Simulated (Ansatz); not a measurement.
# CH6FNSiSn: rigid torsion scan in Python

Wanted for CH6FNSiSn: a rigid torsion scan. SMILES: C=[N][SnH]([F])[SiH3].

Computed with the Python package of Ansatz 0.2.0. Level of theory: PBE+D3(BJ)/def2-SVP.

## (1) The structure

Bond lengths: C1–N2 1.287 Å, N2–Sn3 2.028 Å, Sn3–F4 2.031 Å, Sn3–Si5 2.527 Å, C1–H6 1.142 Å, C1–H7 1.054 Å, Sn3–H8 1.739 Å, Si5–H9 1.439 Å, Si5–H10 1.453 Å, Si5–H11 1.509 Å. Angles (14 of 16 angles, heavy atoms first): C1–N2–Sn3 118.8°, N2–Sn3–F4 110.7°, N2–Sn3–Si5 109.6°, F4–Sn3–Si5 107.4°, N2–C1–H6 115.1°, N2–C1–H7 124.5°, N2–Sn3–H8 112.3°, F4–Sn3–H8 107.2°, Si5–Sn3–H8 109.5°, Sn3–Si5–H9 109.2°, Sn3–Si5–H10 110.7°, Sn3–Si5–H11 108.8°, H6–C1–H7 120.1°, H9–Si5–H10 112.2°.

The script holds or builds the structure itself.

## (2) The script

File torsion_ch6fnsisn.py:

```python
"""Energy of CH6FNSiSn as one group turns about a bond."""

import ansatz
from ase import Atoms

params = {
    "basis_set": "def2-SVP",
    "functional": "pbe",
    "dispersion": "d3bj",
    "force_tol": 0.02,
}


def main() -> None:
    atoms = Atoms(["C", "N", "Sn", "F", "Si", "H", "H", "H", "H", "H", "H"], positions=[
        [-1.5097, 1.2844, 1.0865],
        [-1.4115, 1.2233, -0.1953],
        [0.3271, 0.572, -1.0108],
        [1.8628, 1.7969, -0.4959],
        [0.8688, -1.7331, -0.1274],
        [-2.5021, 1.6941, 1.4771],
        [-0.7244, 1.0721, 1.7568],
        [0.2652, 0.5295, -2.7481],
        [-0.2051, -2.6319, -0.4583],
        [2.1471, -2.1938, -0.6419],
        [0.9472, -1.6705, 1.378],
    ])

    # start the scan from a relaxed geometry
    first = (
        ansatz.Crystal.molecule_from_ase(atoms).calculation()
        .basis(gaussian=params["basis_set"])
        .functional(params["functional"], dispersion=params["dispersion"])
        .relax(force_tolerance=params["force_tol"], max_steps=80)
    )
    atoms.positions = first.run(threads=1).report["positions_ang"]

    start = atoms.get_dihedral(1, 2, 4, 8)
    energies = {}
    for turn in range(0, 121, 20):
        turned = atoms.copy()
        turned.set_dihedral(1, 2, 4, 8, start + turn, indices=[4, 8, 9, 10])
        base = (
            ansatz.Crystal.molecule_from_ase(turned).calculation()
            .basis(gaussian=params["basis_set"])
            .functional(params["functional"], dispersion=params["dispersion"])
        )
        energies[round((start + turn) % 360)] = base.run(threads=1).report["free_energy_ev"]
    floor = min(energies.values())
    print("dihedral N1-Sn2-Si4-H8 (deg)   E - E(min) (kcal/mol)")
    for angle, e in sorted(energies.items()):
        print(f"{angle:8d} {23.060548 * (e - floor):14.3f}  " + "#" * int(30 * (e - floor) / max(max(energies.values()) - floor, 1e-9)))


if __name__ == "__main__":
    main()
```

## (3) What the engine is handed

The engine receives this input (first run):

```yaml
crystal:
  periodic: [false, false, false]
  atoms:
    - { symbol: C, position_ang: [-1.5097, 1.2844, 1.0865] }
    - { symbol: "N", position_ang: [-1.4115, 1.2233, -0.1953] }
    - { symbol: Sn, position_ang: [0.3271, 0.572, -1.0108] }
    - { symbol: F, position_ang: [1.8628, 1.7969, -0.4959] }
    - { symbol: Si, position_ang: [0.8688, -1.7331, -0.1274] }
    - { symbol: H, position_ang: [-2.5021, 1.6941, 1.4771] }
    - { symbol: H, position_ang: [-0.7244, 1.0721, 1.7568] }
    - { symbol: H, position_ang: [0.2652, 0.5295, -2.7481] }
    - { symbol: H, position_ang: [-0.2051, -2.6319, -0.4583] }
    - { symbol: H, position_ang: [2.1471, -2.1938, -0.6419] }
    - { symbol: H, position_ang: [0.9472, -1.6705, 1.378] }
basis:
  gaussian:
    orbitals: def2-SVP
hamiltonian:
  xc: pbe
  dispersion: d3bj
relax:
  f_tol: 0.02
  max_steps: 80
```

## (4) Running it

The run is started by

```console
python torsion_ch6fnsisn.py
```

Log:

```text
dihedral N1-Sn2-Si4-H8 (deg)   E - E(min) (kcal/mol)
      58          0.000
      78          0.054  ####
      98          0.231  ###################
     118          0.357  ##############################
     138          0.318  ##########################
     158          0.159  #############
     178          0.037  ###
```

Run time: 53 s. Hardware: 1 thread of AMD EPYC 9R45 (Zen 5), shared host; peak memory 0.27 GiB.

## (5) The relaxation of run 0, step by step

The steps of the relaxation:

```csv
step,E - E(step 1) (eV),largest force component (eV/Å)
1,0.0000,2.2231
2,-0.1095,1.9320
3,-0.2785,0.9701
4,-0.2940,0.7281
5,-0.3362,0.2497
6,-0.3463,0.2706
7,-0.3544,0.0939
8,-0.3605,0.7370
9,-0.3696,0.5879
10,-0.3945,0.1036
11,-0.4099,0.0924
12,-0.4106,0.0975
13,-0.4134,0.5763
14,-0.4023,1.3077
15,-0.4146,0.5782
16,-0.4251,0.0824
17,-0.4236,0.2197
18,-0.4267,0.0330
19,-0.4268,0.0084
```

Step 1 is the start. Steps 14, 17 were tried and not accepted.

Before: Bond lengths: C1–N2 1.287 Å, N2–Sn3 2.028 Å, Sn3–F4 2.031 Å, Sn3–Si5 2.527 Å, C1–H6 1.142 Å, C1–H7 1.054 Å, Sn3–H8 1.739 Å, Si5–H9 1.439 Å, Si5–H10 1.453 Å, Si5–H11 1.509 Å. Angles (14 of 16 angles, heavy atoms first): C1–N2–Sn3 118.8°, N2–Sn3–F4 110.7°, N2–Sn3–Si5 109.6°, F4–Sn3–Si5 107.4°, N2–C1–H6 115.1°, N2–C1–H7 124.5°, N2–Sn3–H8 112.3°, F4–Sn3–H8 107.2°, Si5–Sn3–H8 109.5°, Sn3–Si5–H9 109.2°, Sn3–Si5–H10 110.7°, Sn3–Si5–H11 108.8°, H6–C1–H7 120.1°, H9–Si5–H10 112.2°.

After: Bond lengths: C1–N2 1.278 Å, N2–Sn3 2.102 Å, Sn3–F4 1.982 Å, Sn3–Si5 2.590 Å, C1–H6 1.118 Å, C1–H7 1.118 Å, Sn3–H8 1.734 Å, Si5–H9 1.503 Å, Si5–H10 1.503 Å, Si5–H11 1.502 Å. Angles (14 of 16 angles, heavy atoms first): C1–N2–Sn3 116.7°, N2–Sn3–F4 103.3°, N2–Sn3–Si5 110.8°, F4–Sn3–Si5 108.3°, N2–C1–H6 118.8°, N2–C1–H7 125.9°, N2–Sn3–H8 108.1°, F4–Sn3–H8 105.5°, Si5–Sn3–H8 119.6°, Sn3–Si5–H9 108.5°, Sn3–Si5–H10 110.1°, Sn3–Si5–H11 108.5°, H6–C1–H7 115.3°, H9–Si5–H10 109.8°.

Run 0 is this relaxation; the runs after it count from 1.

## (6) The runs side by side

One row for each of the 7 runs:

```tsv
run	turn (°)	energy from run 1 (eV)	SCF cycles	CPU time (s)
1	0	0.0000	19	1.5
2	20	0.0023	19	1.4
3	40	0.0100	19	1.5
4	60	0.0155	20	1.5
5	80	0.0138	19	1.5
6	100	0.0069	19	1.6
7	120	0.0016	19	1.4
```

## (7) Results

| quantity | value |
| --- | --- |
| runs compared | 7 |
| range of energy | 0.016 eV |
| lowest point, turn (°) | 0 |

**Reading.** The lowest point lies at a turn of 0°, the highest 0.016 eV (1.5 kJ/mol) above it at 60°. The grid can miss the true lowest and highest points, and the rest of the molecule is held rigid. Run 0: After 16 moves the largest shift is 1.265 Å, of atom 7 (H). So large a move can change the bonding: the results belong to the relaxed structure. The scan is rigid and the energies are electronic, in a modest basis. With rigid groups the curve can differ much from the relaxed path, the start wasn't checked as a minimum of this torsion, and equivalent turns needn't return to the same energy. def2 sets replace the cores of elements past krypton by effective core potentials.
